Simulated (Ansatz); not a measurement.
**CH6Cl2InP: one species, many methods**

The task here is to estimate one member of a computed series from the others.

The runs use Ansatz 0.2.0, Gaussian basis; functionals in def2-TZVPP, the program's frozen cores in correlated methods.

The runs, in order: LDA (SPW92), PBE-D4, revPBE-D4, BLYP-D4, r2SCAN-D4, B97M-V, PBE0-D4, B3LYP-D4, r2SCANh-D4, r2SCAN0-D4, HSE06-D4, BHLYP-D4, CAM-B3LYP-D4, LC-ωPBE, ωB97X-V, ωB97M-V, B2PLYP, PBE-QIDH; CCSD(T)/def2-SVP; CCSD(T)/def2-TZVPP; MP2/def2-QZVPP; extrapolation to the limit; RPA on PBE.

## The relaxed structure

The geometry comes from an earlier relaxation with PBE0-D4 in a triple-zeta def2 set; it is a stationary point, not always the lowest conformer. In takes the def2 core potential; no spin-orbit term is included.

SMILES `[CH3][In-]([PH3+])([Cl])[Cl]`, 11 atoms, charge 0, spin multiplicity 1.

Atoms are counted from 1 here; the program's logs count them from 0.

Bond lengths: C1–In2 2.133 Å, C1–H6 1.090 Å, C1–H7 1.090 Å, C1–H8 1.090 Å, In2–P3 2.751 Å, In2–Cl4 2.361 Å, In2–Cl5 2.361 Å, P3–H9 1.410 Å, P3–H10 1.407 Å, P3–H11 1.410 Å. Angles: In2–C1–H6 108.9°, In2–C1–H7 109.7°, In2–C1–H8 109.7°, H6–C1–H7 109.2°, H6–C1–H8 109.2°, H7–C1–H8 110.1°, C1–In2–P3 112.9°, C1–In2–Cl4 121.9°, C1–In2–Cl5 121.9°, P3–In2–Cl4 89.1°, P3–In2–Cl5 89.0°, Cl4–In2–Cl5 110.9°, In2–P3–H9 123.2°, In2–P3–H10 108.5°, In2–P3–H11 123.0°, H9–P3–H10 99.2°, H9–P3–H11 99.0°, H10–P3–H11 99.2°.

The first run:

The input, in.yaml:

```yaml
crystal:
  periodic: [false, false, false]
  atoms:
    - {symbol: C, position_ang: [-2.075963, 0.146952, 0.717033]}
    - {symbol: In, position_ang: [-0.546453, 0.332516, -0.757726]}
    - {symbol: P, position_ang: [1.935161, -0.406366, 0.172577]}
    - {symbol: Cl, position_ang: [-0.310018, -1.228590, -2.513616]}
    - {symbol: Cl, position_ang: [0.350767, 2.430066, -1.367097]}
    - {symbol: H, position_ang: [-3.032372, 0.418029, 0.269923]}
    - {symbol: H, position_ang: [-1.866274, 0.817074, 1.550089]}
    - {symbol: H, position_ang: [-2.124296, -0.883052, 1.069020]}
    - {symbol: H, position_ang: [2.616146, 0.288396, 1.193598]}
    - {symbol: H, position_ang: [2.867660, -0.245484, -0.868617]}
    - {symbol: H, position_ang: [2.251041, -1.726440, 0.555318]}
basis:
  gaussian: {orbitals: def2-TZVPP}
hamiltonian: {xc: lda}
output: {orbitals: {seedname: orbitals}}
```

On the command line:

```bash
ansatz run in.yaml --threads 4 --pin off --events-out ev --progress --plain --max-ram 11315MiB
```

Steps of the session up to this table: LDA; PBE-D4 (GGA); revPBE-D4 (GGA); BLYP-D4 (GGA); r2SCAN-D4 (meta-GGA); B97M-V (meta-GGA); B3LYP-D4 (hybrid); r2SCANh-D4 (hybrid); r2SCAN0-D4 (hybrid); HSE06-D4 (hybrid); BHLYP-D4 (hybrid); CAM-B3LYP-D4 (range-separated); LC-ωPBE (range-separated); ωB97X-V (range-separated); ωB97M-V (range-separated); B2PLYP (double hybrid); PBE-QIDH (double hybrid).

One of the session's tables, all rows but one given; the rest of the session is left out.

It belongs to the step «Frontier levels by functional». 

| functional | HOMO (eV) | gap (eV) |
| --- | --- | --- |
| LDA (SPW92) | -6.84 | 4.78 |
| PBE-D4 | -6.68 | 4.90 |
| revPBE-D4 | -6.62 | 4.94 |
| BLYP-D4 | -6.53 | 4.81 |
| r2SCAN-D4 | -6.98 | 5.47 |
| B97M-V | -7.05 | 5.49 |
| PBE0-D4 | -7.93 | 7.06 |
| B3LYP-D4 | ? | ? |
| r2SCANh-D4 | -7.44 | 6.26 |
| r2SCAN0-D4 | -8.13 | 7.43 |
| HSE06-D4 | -7.54 | 6.29 |
| BHLYP-D4 | -9.04 | 9.07 |
| CAM-B3LYP-D4 | -9.24 | 9.33 |
| LC-ωPBE | -10.59 | 11.94 |
| ωB97X-V | -10.23 | 11.43 |
| ωB97M-V | -10.11 | 11.07 |

**Question.** Estimate the row for B3LYP-D4.

Worked estimate for «HOMO (eV)». Against the share of exact exchange, BLYP-D4 (0, -6.53), BHLYP-D4 (0.5, -9.04) give a slope of -5.02 per unit share; at 0.2 the line stands at -7.53.

The run gave: HOMO (eV): -7.70; gap (eV): 6.52. In «HOMO (eV)» the line misses by +0.17.
